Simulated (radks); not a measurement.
# Ionising bismuth step by step, Bi¹¹⁺ to Bi¹⁵⁺

One table from this session's results is given with a row withheld; the runs are named, their logs left out.

Program: radks (a radial shooting solver on a logarithmic mesh, Libxc functionals) version 1. Level of theory: scalar-relativistic Kohn-Sham, SCAN, spin-polarised, spherical densities, finite nucleus; open shells are filled with parallel spins first. These are calculated values, not measurements, unless marked.

## Starting point

- element: bismuth (Z = 83)
- charges: 11 to 15
- first configuration: [Xe] 4f14 5d4
- last configuration: [Xe] 4f14

The outer shells:

Bi¹¹⁺
```
[Xe] core
4f [↑↓][↑↓][↑↓][↑↓][↑↓][↑↓][↑↓]
5d [↑ ][↑ ][↑ ][↑ ][  ]
```

Bi¹⁵⁺
```
[Xe] core
4f [↑↓][↑↓][↑↓][↑↓][↑↓][↑↓][↑↓]
```

Set-up of the first run:

Settings of this run:

```text
Z 83
configuration [Xe] 4f14 5d4 6s0 6p0
relativity scalar-relativistic
functional scan,scan
spin polarised
nucleus finite rms 5.5211 fm
c 137.035999084
```

Among the steps run: Bi¹¹⁺, [Xe] 4f14 5d4; Bi¹²⁺, [Xe] 4f14 5d3; Bi¹³⁺, [Xe] 4f14 5d2; Bi¹⁴⁺, [Xe] 4f14 5d1; Bi¹⁵⁺, [Xe] 4f14.

One of the session's tables, all rows but one given; the rest of the session is left out.

```
species  Δ-SCF (eV)  −ε(HOMO) (eV)
  Bi¹¹⁺      208.99         198.82
  Bi¹²⁺           ?              ?
  Bi¹³⁺      250.90         240.41
  Bi¹⁴⁺      272.26         261.71
```

**Question.** Estimate the row for Bi¹²⁺.

As computed: Δ-SCF (eV): 229.77; −ε(HOMO) (eV): 219.43. In the column «Δ-SCF (eV)» it lies between Bi¹¹⁺ (208.99) and Bi¹³⁺ (250.90).

Minus the highest eigenvalue gives 95 to 96 % of the Δ-SCF value along the ladder. Open shells are spherical and high-spin; term and fine-structure splittings are not resolved. Spin-orbit splitting is averaged out at the scalar-relativistic level.
